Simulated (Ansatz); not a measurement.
# GeS (germanium sulfide) at 6 levels

Aim: a comparison of 6 runs (HF/def2-SVP, B3LYP/6-31G*, PBE0/def2-SVP, B2PLYP/aug-cc-pVDZ, PBE/def2-SVPD, CCSDT(Q)/B/Sapporo-DZP) of GeS (germanium sulfide). 

The results are computed with Ansatz 0.2.0.

7 further runs of the same task are left out: 3 for a known fault of the program, 4 set aside as unsound or not needed.

**1. The system as given**

The species is GeS (2 atoms), meant as a singlet with charge 0. As SMILES, `[S+]#[Ge-]`. The bond length is the measured one.

Bond lengths: S1–Ge2 2.012 Å.

**2. Energy and gradient at HF/def2-SVP (run 1)**

Contents of molecule.yaml:

```yaml
crystal:
  periodic: [false, false, false]
  atoms:
    - {symbol: S, position_ang: [0.000000, 0.000000, 0.000000]}
    - {symbol: Ge, position_ang: [0.000000, 0.000000, 2.012086]}
basis:
  gaussian: {orbitals: def2-SVP}
hamiltonian: {xc: hf}
accuracy: high
output: {forces: true, orbitals: {seedname: orbitals}}
```

On the command line:

```bash
ansatz run molecule.yaml --threads 1 --pin off --max-ram 2610MiB --events-out events.jsonl --progress --plain --runs-dir runs
```

The log of the run:

```text
Warning: RAYON_NUM_THREADS=1 ignored (pool sized by the plan → 1); use --threads N
Functional definition: HF
  name "HF"
  exchange = exact_x
  correlation = 0
816 factors; integrals over basis functions are off by at most 4.7e-9 eV
mean field evaluation 1: about -67279.6929 eV, gradient 1.8e1 eV
mean field evaluation 2: about -67279.8136 eV, gradient 1.9e1 eV
mean field evaluation 4: about -67281.2622 eV, gradient 1.6e0 eV
mean field evaluation 8: about -67281.2761 eV, gradient 1.2e-1 eV
mean field evaluation 16: about -67281.2762 eV, gradient 2.0e-7 eV
mean field -67281.27620921 eV, -2472.5412958015 hartree, gradient 1.2e-8 eV, S^2 0.000000; 0 other end points of the search recorded, 0 dependent functions left out
the calculation of the forces begins
reference -67281.27620921 eV, -2472.5412958015 hartree; 24, 24 occupied and 26, 26 virtual orbitals, 816 factors
Total energy: -67281.27620921 eV, -2472.5412958015 hartree
Atom 0 at     0.000000     0.000000     0.000000 Å, force    -0.000000     0.000000     0.517998 eV/Å
Atom 1 at     0.000000     0.000000     2.012086 Å, force     0.000000    -0.000000    -0.517998 eV/Å
Dipole moment:    -0.000000    -0.000000     0.527778 e Å
```

It took 0.74 s on 1 thread of Arm Neoverse V2, shared host.

**3. Energy and forces at B3LYP/6-31G(d) (spherical functions) (run 2)**

Contents of input.yaml:

```yaml
crystal:
  periodic: [false, false, false]
  atoms:
    - {symbol: S, position_ang: [0.000000, 0.000000, 0.000000]}
    - {symbol: Ge, position_ang: [0.000000, 0.000000, 2.012086]}
basis:
  gaussian: {orbitals: 6-31G_st_-spherical.json}
accuracy: high
hamiltonian: {xc: {name: B3LYP}}
output: {forces: true, orbitals: {seedname: orbitals}}
magnetization: {spin_polarized: false, initial_magnetization: 0}
```

The basis set 6-31G* is read from a file made from the Basis Set Exchange's data (not shown).

On the command line:

```bash
ansatz run input.yaml --threads 1 --pin off --max-ram 2610MiB --events-out events.jsonl --progress --plain --runs-dir runs
```

The log of the run, shortened:

```text
Warning: RAYON_NUM_THREADS=1 ignored (pool sized by the plan → 1); use --threads N
Functional definition: B3LYP
  name "B3LYP"
[...]
858 factors; integrals over basis functions are off by at most 4.3e-9 eV
[...]
mean field -67347.86567466 eV, -2474.9884135208 hartree, gradient 4.7e-9 eV, S^2 0.000000; 0 other end points of the search recorded, 0 dependent functions left out
[...]
reference -67347.86570099 eV, -2474.9884144883 hartree; 24, 24 occupied and 26, 26 virtual orbitals, 858 factors
Total energy: -67347.86570099 eV, -2474.9884144883 hartree
Atom 0 at     0.000000     0.000000     0.000000 Å, force     0.000000     0.000000    -0.780037 eV/Å
Atom 1 at     0.000000     0.000000     2.012086 Å, force     0.000000     0.000000     0.780037 eV/Å
Dipole moment:     0.000000     0.000000     0.419732 e Å
```

Wall time 2.9 s (1 thread of Arm Neoverse V2, shared host).

Runs 3 to 5 aren't shown in full; the table further down has their settings and results.

**4. The energy at CCSDT(Q)/B/Sapporo-DZP (density fitting with cc-pVTZ-jkfit, def2-SVP-rifit for correlation) (run 6)**

Contents of run.yaml:

```yaml
crystal:
  periodic: [false, false, false]
  atoms:
    - symbol: S
      position_ang: [0.000000, 0.000000, 0.000000]
    - symbol: Ge
      position_ang: [0.000000, 0.000000, 2.012086]
basis:
  gaussian:
    orbitals: Sapporo-DZP.json
    fitting:
      mean_field: cc-pVTZ-jkfit
      correlation: def2-SVP-rifit.json
hamiltonian:
  pseudopotentials:
    relativity: none
correlation:
  method: ccsdt_q_b
accuracy: high
output:
  orbitals: {seedname: orbitals}
```

The basis set Sapporo-DZP is read from a file made from the Basis Set Exchange's data (not shown).

On the command line:

```bash
ansatz run run.yaml --threads 1 --pin off --max-ram 2610MiB --events-out events.jsonl --progress --plain --runs-dir runs
```

The log of the run, shortened:

```text
Warning: RAYON_NUM_THREADS=1 ignored (pool sized by the plan → 1); use --threads N
[... 2 set-up lines as earlier in the session ...]
[...]
328 factors; integrals over basis functions are off by at most 4.6e-2 eV
189 factors; integrals over basis functions are off by at most 1.3e2 eV
[...]
mean field -67290.89289468 eV, -2472.8947024740 hartree, gradient 5.5e-9 eV, S^2 0.000000; 0 other end points of the search recorded, 0 dependent functions left out
14 core orbitals not correlated: weight in the atoms' cores, before any rotation towards them, 1.000 or more for the frozen orbitals, at most 0.000 for the correlated occupied ones
reference -67290.89289468 eV, -2472.8947024740 hartree; 10, 10 occupied and 21, 21 virtual orbitals, 189 factors
second order -6.03029335 eV of doubles, -0.00000000 eV of singles
cycle   1  -6.24609640 eV  change   -2.2e-1 eV  update   1.2e-1
[...]
cycle  23  -6.93404463 eV  change   5.5e-10 eV  update  3.6e-10
perturbative correction -0.02558876 eV, -0.0009403695 hartree
Total energy: -67297.85252806 eV, -2473.1504642836 hartree
```

It took 11 s on 1 thread of Arm Neoverse V2, shared host; peak memory 0.38 GiB.

**5. All runs side by side**

| run | level | frozen core orbitals | task | energy (Eh) | dipole moment (D) | HOMO energy (eV) | LUMO energy (eV) | wall time |
| --- | --- | --- | --- | --- | --- | --- | --- | --- |
| 1 | HF/def2-SVP | – | gradient | -2472.541296 | 2.54 | -10.19 | 0.75 | 0.74 s |
| 2 | B3LYP/6-31G* (spherical functions) | – | gradient | -2474.988414 | 2.02 | -7.71 | -2.54 | 2.9 s |
| 3 | PBE0/def2-SVP | – | gradient | -2474.439452 | 1.97 | -7.90 | -2.25 | 2.1 s |
| 4 | B2PLYP/aug-cc-pVDZ | 14 | gradient | -2474.665085 | 2.03 | -8.80 | -1.37 | 11 s |
| 5 | PBE/def2-SVPD | – | gradient | -2474.367356 | 2.00 | -6.96 | -3.16 | 2.5 s |
| 6 | CCSDT(Q)/B/Sapporo-DZP (density fitting with cc-pVTZ-jkfit, def2-SVP-rifit for correlation) | 14 | energy | -2473.150464 | – | -10.23 | 0.48 | 11 s |

**6. Summary of results**

| quantity | value |
| --- | --- |
| run 6: total energy | -2473.15046 Eh |
| run 6: HOMO energy (Hartree–Fock orbitals) | -10.23 eV |
| run 6: LUMO energy (Hartree–Fock orbitals) | 0.48 eV |
| run 6: HOMO–LUMO gap (Hartree–Fock orbitals) | 10.71 eV |
| run 6: correlation energy (14 core orbitals frozen) | -255.8 mEh |
| run 6: T1 diagnostic | 0.021 |

What this shows: Over runs 1, 2, 3, 4, 5 the dipole moment (its size) runs from 1.97 D (PBE0/def2-SVP) to 2.54 D (HF/def2-SVP). Over runs 1, 2, 3, 4, 5 the HOMO–LUMO gap runs from 3.80 eV (PBE/def2-SVPD) to 10.93 eV (HF/def2-SVP). The two ends differ in method and basis. Totals of different functionals can't be ranked against each other. All runs together took 30 s, the longest 11 s.
